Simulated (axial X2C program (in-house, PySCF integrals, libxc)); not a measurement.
**CdF: properties at the nuclei**

Aim: properties at the nuclei of CdF, with spin–orbit coupling in the Hamiltonian from the start.

Method: two-component X2C with atomic mean-field terms, Cd dyall-cv3z, F dyall-av3z; program: an in-house X2C program for linear molecules on PySCF integrals.

All values are calculated.

## (1) Input

Contents of task.json:

```json
{"zs": [48, 9], "q": 0, "bas": ["dyall-cv3z", "dyall-av3z"], "r0": 2.0, "levels": ["PBE0", "HF", "PBE", "TPSSh", "LDA"], "nst": 3}
```

Keys: zs atomic numbers; q charge; bas basis sets; r0 starting distance in Å; levels methods (HF also brings MP2); nst determinants followed.

Started as:

```console
> python soeom.py task.json out
```

Nuclei are Gaussian, cores are contracted, and the Gaunt term is on.

## (2) Expectation values, lowest determinant

R = 1.998 Å. State: Ω = 1/2 (excess of +ω over −ω: ω = 1/2).

Output of the PBE0 run:

```text
two-component X2C + atomic mean field  PBE0
basis functions 204  fitting functions 924  grid points 5078
iter        total energy     max residual
   1      -5691.209760053     6.02e-01
   2      -5691.217255232     8.92e-04
   3      -5691.217255463     2.32e-04
   4      -5691.217255970     1.90e-04
   5      -5691.217256738     3.48e-05
   6      -5691.217256760     3.52e-06
   7      -5691.217256760     7.31e-07
converged
one-electron -8068.78032039  Coulomb 2432.19266852  exact exchange -40.83688936  xc functional -125.15723973  nuclear repulsion 114.41669425  atomic mean-field constant -3.05217006
```

The highest occupied spinor is 62% Cd s, 19% Cd p, 14% F p.

| level | Eeff magnitude (GV/cm) | Ws magnitude Cd (kHz) | A∥/gI Cd (MHz) | qzz Cd (a.u.) | A∥/gI F (MHz) | qzz F (a.u.) | μ (D) |
| --- | --- | --- | --- | --- | --- | --- | --- |
| PBE0 | 10.8 | 12 | 6890 | -2.85 | 140 | 1.31 | -3.72 |
| HF | 10.5 | 11.7 | 6760 | -3.90 | 102 | 0.89 | -4.06 |
| PBE | 10.1 | 11.2 | 6530 | -2.34 | 155 | 1.45 | -3.40 |
| TPSSh | 10.6 | 11.8 | 6800 | -2.71 | 141 | 1.37 | -3.55 |
| LDA | 10.3 | 11.3 | 6800 | -2.23 | 152 | 1.49 | -3.44 |

Eeff is the effective electric field on the electron dipole moment in this Ω state and Ws the scalar–pseudoscalar constant (defined with the proton number Z and per Ω); A∥ is the parallel hyperfine constant, which follows by multiplying with the nuclear g factor gI = μI/(I μN); qzz is the electric field gradient, eQq0 = 234.96 MHz × Q/barn × qzz; μ is positive if F is the positive end. The operators were transformed with the bare-nucleus X2C matrices.

## (3) Outcome

| quantity | value |
| --- | --- |
| lowest determinant | Ω = 1/2 (excess of +ω over −ω: ω = 1/2) |
| Eeff magnitude (GV/cm), PBE0 | 10.8 |
| Ws magnitude Cd (kHz), PBE0 | 12 |
| A∥/gI Cd (MHz), PBE0 | 6890 |
| qzz Cd (a.u.), PBE0 | -2.85 |

In the first state, the effective field runs from 10.1 to 10.8 GV/cm over the mean-field levels. The expectation values come from single determinants, which for open shells can mix terms of unlike spin or miss the lowest Ω, so a determinant need not be a state. Eeff is the effective electric field on the electron dipole moment in this Ω state and Ws the scalar–pseudoscalar constant (defined with the proton number Z and per Ω); A∥ is the parallel hyperfine constant, which follows by multiplying with the nuclear g factor gI = μI/(I μN); qzz is the electric field gradient, eQq0 = 234.96 MHz × Q/barn × qzz; μ is positive if F is the positive end. The operators were transformed with the bare-nucleus X2C matrices.
